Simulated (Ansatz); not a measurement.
# AlSn (P-6m2) in Ansatz: a series of runs, part 2 of 2

Ansatz 0.2.0. Earlier steps stand in the parts before.

**4. Relaxation of cell and atoms, PBEsol+D3(BJ)**

File input.yaml:

```yaml
crystal:
  lattice:
    - [4.1981056157, 0.0, 0.0]
    - [-2.0990528078, 3.6356661109, 0.0]
    - [0.0, 0.0, 3.306847]
  atoms:
    - { symbol: Sn, position: [0.3333333333, 0.6666666667, 0.5] }
    - { symbol: Al, position: [0.0, 0.0, 0.0] }
hamiltonian:
  xc: pbesol
  pseudopotentials: { kind: paw }
  dispersion: d3bj
kpoints:
  mp_grid: { grid: [7, 7, 8] }
scf:
  occupations: { method: fermi_dirac, width: 0.05 }
output:
  forces: true
  stress: true
  eigenvalues: true
  write_density: true
  write_potential: true
  elf: true
  volumetric_format: npy
relax:
  f_tol: 0.01
  max_steps: 40
  cell: { stress_tol: 0.05 }
```

Potentials or basis: Ansatz PAW.

On the command line:

```console
> ansatz run input.yaml --threads 2 --pin off --max-ram 5632MiB --backend cpu --events-out ev --progress --plain --runs-dir out
```

The program printed:

```text
Warning: RAYON_NUM_THREADS=2 ignored (pool sized by the plan → 2); use --threads N
Engine: ansatz 0.2.0, aarch64-unknown-linux-gnu
Pseudopotentials: kind: paw
Pseudopotential: Sn, paw, valence charge 14, recommended cutoff 420 eV (normal), Sn.paw.azcp
Pseudopotential: Al, paw, valence charge 3, recommended cutoff 420 eV (normal), Al.paw.azcp
Functional definition: PBEsol
  exchange = pbesol_x
  correlation = pbesol_c
Crystal: 2 atoms, lattice volume = 50.472 Å³
Basis set: ecut = 420 eV, 953 PW (Γ), exchange–correlation on 60×60×48 points (8 copies of the dense FFT grid, shifted against one another)
Bands: 13, of which v1, the nominal top of the filled ones, is band 9 counted from 1 (8 counted from 0)
Symmetry: 12 space group operations
Space group: P-6m2 (ITA 187), of the structure as read, at distance tolerance 3.7e-5 Å
k-points: 40 of 392 (time reversal used)
Non-local potential: Sn, projectors of the file, l = 0: 2, l = 1: 2, l = 2: 2, l = 3: 2
Non-local potential: Al, projectors of the file, l = 0: 2, l = 1: 2, l = 2: 1
PAW form: soft (Blöchl's): semilocal exchange-correlation on the pseudo side does not see the compensation charge
PAW frozen core: Sn, regenerated for the run's functional, and the local potential with it (the file was generated under x = pbe(κ = 0.804, μ = 0.2195149727645171), c = pbe(β = 0.06672455060314922))
PAW frozen core: Al, regenerated for the run's functional, and the local potential with it (the file was generated under x = pbe(κ = 0.804, μ = 0.2195149727645171), c = pbe(β = 0.06672455060314922))
PAW one-centre angular grid: Sn, 590 points (default); XC on 64 Gauss nodes
PAW one-centre angular grid: Al, 110 points (default); XC on 64 Gauss nodes
Initial density: superposition of atomic densities (neutral atoms: chi_scale 0, normalization atom), corrected by the library's trained network
Initial wavefunctions: pseudopotential atomic-orbital guess
Functional: x = pbesol(κ = 0.804, μ = 0.12345679012345678), c = pbesol(β = 0.046)
SCF iter   1: F=—  HF=-6474.554149 eV  |F-HF|=—  |Δ(HF+E_count)|=         —  Δρ=2.69e-3  dr2=4.23e-3  ethr=1.77e-3  ⟨swp⟩=5.9  Hψ=3316  notcnv=0
preconditioner: auto → none  [metal: Δε(μ)=0.115 eV  Ē_g=18.239 eV  σ=0.050 eV  W_gap=0.46  n_scr=8 (ndim 8)  ℏωp=21.6 eV  f_vac=0.000  D(μ)=0.36/eV (n_scr^D=0)  sad-step TF]
SCF iter   2: F=—  HF=-6474.552510 eV  |F-HF|=—  |Δ(HF+E_count)|=   1.64e-3  Δρ=1.71e-3  dr2=1.73e-3  ethr=2.49e-5  ⟨swp⟩=1.3  Hψ=852  notcnv=0
SCF iter   3: F=—  HF=-6474.552079 eV  |F-HF|=—  |Δ(HF+E_count)|=   4.31e-4  Δρ=7.71e-4  dr2=2.25e-4  ethr=1.01e-5  ⟨swp⟩=2.0  Hψ=841  notcnv=0
SCF iter   4: F=—  HF=-6474.551955 eV  |F-HF|=—  |Δ(HF+E_count)|=   1.24e-4  Δρ=3.08e-4  dr2=2.56e-5  ethr=1.32e-6  ⟨swp⟩=2.2  Hψ=784  notcnv=0
SCF iter   5: F=—  HF=-6474.551948 eV  |F-HF|=—  |Δ(HF+E_count)|=   7.45e-6  Δρ=1.20e-4  dr2=5.21e-6  ethr=1.50e-7  ⟨swp⟩=2.0  Hψ=841  notcnv=0
SCF iter   6: F=—  HF=-6474.551945 eV  |F-HF|=—  |Δ(HF+E_count)|=   3.07e-6  Δρ=3.09e-5  dr2=4.01e-7  ethr=3.06e-8  ⟨swp⟩=2.0  Hψ=711  notcnv=0
SCF iter   7: F=-6474.551945 eV  HF=-6474.551945 eV  |F-HF|=1.59e-8  |Δ(HF+E_count)|=   2.20e-7  Δρ=6.29e-6  dr2=1.25e-8  ethr=5.88e-10  ⟨swp⟩=9.6  Hψ=3240  notcnv=0
SCF 1 converged in 7 iterations: F = -6474.551945 eV  dr2 = 1.25e-8
relax step   1: F+E_penalty+E_count = -6474.55194454 eV  Δ(F+E_penalty+E_count) = +0.000e0 eV  max|allowed force component| = 5.551e-17 eV/Å  Δτ_max = 0.0000 Å  P = -3.766 GPa  Ω = 50.472 Å³  (7 SCF iters, dr2 threshold 1.00e-7 eV, accepted)
Crystal: 2 atoms, lattice volume = 45.502 Å³
Basis set: ecut = 420 eV, 899 PW (Γ), exchange–correlation on 60×60×48 points (8 copies of the dense FFT grid, shifted against one another)
[... 29 lines left out ...]
Crystal: 2 atoms, lattice volume = 46.897 Å³
iter 1 solved again at ethr=8.48e-9 eV; its pass at ethr=3.10e-3 eV (dr2=1.44e-6 eV) is discarded
SCF iter   1: F=—  HF=-6474.597703 eV  |F-HF|=—  |Δ(HF+E_count)|=         —  Δρ=4.29e-5  dr2=1.15e-6  ethr=8.48e-9  ⟨swp⟩=3.2  Hψ=3721  notcnv=0
preconditioner: auto → none  [insulator: Δε(μ)=0.175 eV  Ē_g=18.531 eV  σ=0.050 eV  W_gap=0.68  n_scr=8 (ndim 8)  ℏωp=22.4 eV  f_vac=0.000  D(μ)=0.43/eV (n_scr^D=0)  ε∞_Penn≈2.5]
SCF iter   2: F=—  HF=-6474.597713 eV  |F-HF|=—  |Δ(HF+E_count)|=   9.52e-6  Δρ=1.83e-5  dr2=1.31e-7  ethr=6.78e-9  ⟨swp⟩=2.5  Hψ=861  notcnv=0
SCF iter   3: F=-6474.597713 eV  HF=-6474.597713 eV  |F-HF|=1.99e-9  |Δ(HF+E_count)|=   2.76e-8  Δρ=4.06e-6  dr2=5.86e-9  ethr=3.04e-10  ⟨swp⟩=8.9  Hψ=3051  notcnv=0
SCF 5 converged in 3 iterations: F = -6474.597713 eV  dr2 = 5.86e-9
relax step   5: F+E_penalty+E_count = -6474.59771266 eV  Δ(F+E_penalty+E_count) = -6.954e-5 eV  max|allowed force component| = 5.551e-17 eV/Å  Δτ_max = 0.0000 Å  P = -0.001 GPa  Ω = 46.897 Å³  energy of the carried Pulay correction = +7.438e-4 eV  (3 SCF iters, dr2 threshold 5.17e-8 eV, accepted)
Initial wavefunctions: pseudopotential atomic-orbital guess (no wavefunctions were taken with the density)
iter 1 solved again at ethr=3.93e-7 eV; its pass at ethr=3.10e-3 eV (dr2=6.68e-5 eV) is discarded
SCF iter   1: F=—  HF=-6474.597091 eV  |F-HF|=—  |Δ(HF+E_count)|=         —  Δρ=5.81e-5  dr2=2.29e-7  ethr=3.93e-7  ⟨swp⟩=2.4  Hψ=4557  notcnv=0
preconditioner: auto → none  [insulator: Δε(μ)=0.175 eV  Ē_g=18.532 eV  σ=0.050 eV  W_gap=0.68  n_scr=8 (ndim 8)  ℏωp=22.4 eV  f_vac=0.000  D(μ)=0.43/eV (n_scr^D=0)  ε∞_Penn≈2.5]
SCF iter   2: F=—  HF=-6474.597101 eV  |F-HF|=—  |Δ(HF+E_count)|=   9.99e-6  Δρ=2.74e-5  dr2=6.15e-8  ethr=1.35e-9  ⟨swp⟩=2.0  Hψ=849  notcnv=0
SCF iter   3: F=—  HF=-6474.597101 eV  |F-HF|=—  |Δ(HF+E_count)|=   1.05e-7  Δρ=6.38e-6  dr2=7.79e-9  ethr=3.62e-10  ⟨swp⟩=2.0  Hψ=658  notcnv=0
SCF iter   4: F=—  HF=-6474.597101 eV  |F-HF|=—  |Δ(HF+E_count)|=   3.39e-9  Δρ=1.22e-6  dr2=2.38e-10  ethr=4.58e-11  ⟨swp⟩=2.0  Hψ=849  notcnv=0
SCF iter   5: F=-6474.597101 eV  HF=-6474.597101 eV  |F-HF|=1.82e-12  |Δ(HF+E_count)|=  2.12e-10  Δρ=1.63e-7  dr2=7.23e-12  ethr=1.00e-12  ⟨swp⟩=4.3  Hψ=2161  notcnv=0
SCF 6 converged in 5 iterations: F = -6474.597101 eV  dr2 = 7.23e-12
relax step   6: F+E_penalty+E_count = -6474.59710136 eV  Δ(F+E_penalty+E_count) = +6.113e-4 eV  max|allowed force component| = 4.626e-17 eV/Å  Δτ_max = 0.0000 Å  P = -0.012 GPa  Ω = 46.897 Å³  stress off target by 2.18e-2 GPa  SCF on the basis re-selected at this cell (its energy is not comparable with the rows above)  (5 SCF iters)
basis re-selected at this cell: Δ(F+E_penalty+E_count) = +6.113e-4 eV, ΔP = -0.011 GPa vs the last step (what re-selecting the basis moved, of the pressure what is left beyond the Pulay correction that the steps carried, after the strain that the cell walked since its last selection, with what the two solves' SCF thresholds leave and, on support functions, any second-order correction that the steps lacked; it is no measure of the basis error at this ecutwfc). This SCF's stress stands 2.18e-2 GPa from its target on what of the cell is left free (relax.cell.stress_tol is 5.00e-2 GPa) and its largest allowed force component is 4.63e-17 eV/Å (relax.f_tol is 1.00e-2 eV/Å): within both
SCF converged after 5 iterations
Free energy (F): -6474.597101 eV
Harris-Foulkes:  -6474.597101 eV  (|F-HF|=1.82e-12)
Internal energy: -6474.592851 eV  (E = F + TS)
E sigma→0 (E₀):  -6474.594976 eV
Entropy (-TS):   -0.004251 eV (-2.125 meV/atom)
Fermi energy:    8.666452 eV
--- Per-component energies (eV) ---
  E_band       = -96.115412
  E_kinetic    = 209.800802
  E_local      = -1094.994985  (includes V_loc(G=0)·N_el)
  E_nonlocal   = -19.616783
  E_hartree    = 646.644505
  E_xc         = -418.466011
  E_vxc        = -125.883618  (∫ρ·V_xc dr)
  E_paw        = -4520.009419  (= ΣΔE_a)
  E_vpaw       = -358.709917  (= ΣTr[D̂ρ^β])
  E_aug_tail   = -0.000003  (compensation charges beyond the density's cutoff)
  E_ewald      = -1277.598498
  E_disp       = -0.656439  (pairwise vdW)
  E_core_change = 0.303979  (= ΣΔE_core)
  E_smearing   = -0.004251  (= −TS)
  E_closure    = 0.000000  (closes the sum)
  Σ components = -6474.597101   (vs F -6474.597101, Δ=0.00e0)
--- Forces (eV/Å), atoms counted from 1 ---
  atom   1  Sn    -0.00000000     0.00000000     0.00000000
  atom   2  Al     0.00000000    -0.00000000     0.00000000
  max |Σ_I F_I| component: 3.70e-17 eV/Å
--- Stress (GPa, compression-positive) ---
       -0.021755      -0.000000       0.000000
       -0.000000      -0.021755       0.000000
        0.000000       0.000000       0.006637
  P = ⅓ Tr σ = -0.0123 GPa (-0.123 kbar)
--- Band table (eV; the first three rows and the last of 40) ---
  k-point 0: bands = ["-12.6812", "-12.5516", "-12.5516", "-12.5303", "-12.5303", "-2.2778", "8.5061", "8.5061", "9.9123", "11.1928", "11.9071", "11.9071", "13.7907"]
  k-point 1: bands = ["-12.6506", "-12.5503", "-12.5503", "-12.5417", "-12.5417", "-2.0507", "8.7472", "8.7472", "8.9074", "10.2183", "12.0867", "12.0867", "14.8221"]
  k-point 2: bands = ["-12.5765", "-12.5696", "-12.5696", "-12.5465", "-12.5465", "-1.3684", "6.1321", "9.4511", "9.4511", "10.7706", "12.5886", "12.5886", "15.3305"]
  k-point 39: bands = ["-12.6240", "-12.6178", "-12.5344", "-12.5235", "-12.4531", "3.0664", "4.4964", "5.4948", "6.4041", "7.8025", "8.8901", "16.1408", "16.6971"]
--- Relaxed structure (5 steps of the walk, 5 accepted, 1 SCFs on fresh bases) ---
  F+E_penalty+E_count = -6474.59710136 eV   max|allowed force component| = 4.626e-17 eV/Å   (the final SCF, on the basis selected at the relaxed cell)
  cell:  # Å, volume = 46.8966 Å³
    - [4.079815311947074, -2.805407526960966e-11, 0.0]
    - [-2.039907655949241, 3.533223702908927, 0.0]
    - [0.0, 0.0, 3.2533445166408708]
  atoms:
    - { symbol: Sn, position: [0.33333333333333337, 0.6666666666666667, 0.5000000000000001] }
    - { symbol: Al, position: [0.0, -2.775557561562892e-17, 0.0] }
```

Wall time 8.2 s (2 threads of Arm Neoverse V2, shared host); peak memory 0.34 GiB.

Results:

- Free energy: -6474.5971 eV
- Relaxed volume: 23.45 Å³/atom
- Relaxed cell: a = 4.080 Å, b = 4.080 Å, c = 3.253 Å, α = 90.00°, β = 90.00°, γ = 120.00°
- Space group after relaxing (to 0.05 Å): P-6m2 (No. 187)
- Energy gained by relaxing: 22.6 meV/atom
- Ionic steps: 6
- Pressure after relaxing: 0.0 GPa
- Band gap on the k mesh: none (metal or under the smearing width)

The path:
| step | energy change (eV) | largest force (eV/Å) | volume (Å³) |
| --- | --- | --- | --- |
| 1 | 0.0000 | 0.0000 | 50.47 |
| 2 | -0.0376 | 0.0000 | 45.50 |
| 3 | -0.0454 | 0.0000 | 47.06 |
| 4 | -0.0457 | 0.0000 | 46.94 |
| 5 | -0.0458 | 0.0000 | 46.90 |
| 6 | -0.0452 | 0.0000 | 46.90 |

Final structure:
```yaml
crystal:
  lattice:
    - [4.07982, 0.00000, 0.00000]
    - [-2.03991, 3.53322, 0.00000]
    - [0.00000, 0.00000, 3.25334]
  atoms:
    - { symbol: Sn, position: [0.33333, 0.66667, 0.50000] }
    - { symbol: Al, position: [0.00000, 0.00000, 0.00000] }
```

Levels at points of the mesh, in eV from the Fermi level:
| k point | band 4 | band 5 | band 6 | band 7 | band 8 | band 9 | band 10 | band 11 | band 12 | band 13 |
| --- | --- | --- | --- | --- | --- | --- | --- | --- | --- | --- |
| (0.00, 0.00, 0.00) | -21.20 | -21.20 | -10.94 | -0.16 | -0.16 | 1.25 | 2.53 | 3.24 | 3.24 | 5.12 |
| (0.00, 0.00, -0.50) | -21.21 | -21.14 | -7.77 | -6.59 | 2.92 | 2.92 | 3.80 | 3.80 | 4.29 | 4.65 |

Caveat: the plane-wave basis is chosen anew once the cell has moved, so the energies of steps on either side of that aren't comparable; pairwise dispersion overbinds metals, which lowers pressure and volume; the PAW data sets come from PBE, with cores solved anew for the run's functional, which leaves a small shift of forces and pressure.

**5. The runs side by side**

```csv
level,gap on the mesh (eV),pressure (GPa),relaxed volume (Å³/atom)
PBE+D3(BJ),none,0.0,24.32
PBE+D4,none,0.0,24.31
PBEsol+D3(BJ),none,0.0,23.45
```

Alike in all rows: task relaxation of cell and atoms; potentials or basis Ansatz PAW; no spin polarisation; cell relaxed; k mesh 7 × 7 × 8; cutoff (eV) 420; smearing fermi-dirac 0.05 eV.

Caveats: the plane-wave basis is chosen anew once the cell has moved, so the energies of steps on either side of that aren't comparable; pairwise dispersion overbinds metals, which lowers pressure and volume; the PAW data sets come from PBE, with cores solved anew for the run's functional, which leaves a small shift of forces and pressure (some runs).

Total energies depend on the potentials used, so only differences within one code and one set of settings carry meaning.
